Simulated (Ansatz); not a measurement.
# CH10OSi2: the cost of one run

Program: Ansatz 0.2.0. Level of theory: RKS PBE0-D4/cc-pVDZ. These are calculated values, not measurements.

## 1. Starting point

Bond lengths: Si1–Si2 2.598 Å, Si1–H3 1.459 Å, Si1–H4 1.459 Å, Si1–H5 1.480 Å, Si1–O7 2.069 Å, O7–C8 1.400 Å, Si2–H9 1.463 Å, Si2–H10 1.477 Å, Si2–H11 1.468 Å, C8–H12 1.092 Å, C8–H13 1.096 Å, C8–H14 1.093 Å. Angles (14 of 23 angles, heavy atoms first): Si2–Si1–O7 78.6°, Si1–O7–C8 131.8°, Si1–Si2–H9 96.6°, Si1–Si2–H10 140.2°, Si1–Si2–H11 104.5°, Si2–Si1–H3 109.5°, Si2–Si1–H4 132.8°, Si2–Si1–H5 84.0°, H3–Si1–O7 90.9°, H4–Si1–O7 85.2°, H5–Si1–O7 160.2°, O7–C8–H12 108.2°, O7–C8–H13 111.0°, O7–C8–H14 109.7°.

Coordinates:

```xyz
14

Si   -1.3123   -0.2694    0.1366
Si    0.5190   -0.7574    1.9137
H    -1.2425   -1.2699   -0.9232
H    -2.0685    0.9313   -0.2044
H    -2.2233   -0.8720    1.1358
H     0.8743    0.0821    0.2789
O     0.3094    0.7355   -0.6629
C     0.6659    1.0313   -1.9843
H    -0.3068   -0.4782    3.0888
H     1.8430   -0.2642    2.3432
H     0.6907   -2.2144    1.8754
H    -0.2043    1.4618   -2.4841
H     0.9723    0.1264   -2.5207
H     1.4831    1.7572   -1.9927
```

## 2. A restrained relaxation towards end A

Springs on the bonds that form and break draw the guess towards this end; the thresholds are loose.

The input, input.yaml:

```yaml
crystal:
  periodic: [false, false, false]
  atoms:
    - { symbol: Si, position_ang: [-1.3123, -0.2694, 0.1366] }
    - { symbol: Si, position_ang: [0.519, -0.7574, 1.9137] }
    - { symbol: H, position_ang: [-1.2425, -1.2699, -0.9232] }
    - { symbol: H, position_ang: [-2.0685, 0.9313, -0.2044] }
    - { symbol: H, position_ang: [-2.2233, -0.872, 1.1358] }
    - { symbol: H, position_ang: [0.8743, 0.0821, 0.2789] }
    - { symbol: O, position_ang: [0.3094, 0.7355, -0.6629] }
    - { symbol: C, position_ang: [0.6659, 1.0313, -1.9843] }
    - { symbol: H, position_ang: [-0.3068, -0.4782, 3.0888] }
    - { symbol: H, position_ang: [1.843, -0.2642, 2.3432] }
    - { symbol: H, position_ang: [0.6907, -2.2144, 1.8754] }
    - { symbol: H, position_ang: [-0.2043, 1.4618, -2.4841] }
    - { symbol: H, position_ang: [0.9723, 0.1264, -2.5207] }
    - { symbol: H, position_ang: [1.4831, 1.7572, -1.9927] }
basis:
  gaussian: { orbitals: cc-pVDZ }
hamiltonian:
  xc: pbe0
  dispersion: d4
relax:
  f_tol: 0.15
  max_steps: 25
  restrain:
    - { distance: [0, 6], at: 3.07, k: 30.0 }
    - { distance: [5, 1], at: 2.72, k: 30.0 }
    - { distance: [0, 1], at: 2.22, k: 30.0 }
    - { distance: [5, 6], at: 0.97, k: 30.0 }
```

Started as:

```sh
$ ansatz run input.yaml --threads 2 --pin off --max-ram 3072MiB --backend cpu --events-out ev --progress --plain --runs-dir out
```

What time and memory should one allow on 2 threads of Intel Xeon Platinum 8559C (Emerald Rapids), shared host?

About 55 s, with a peak of 0.28 GiB.
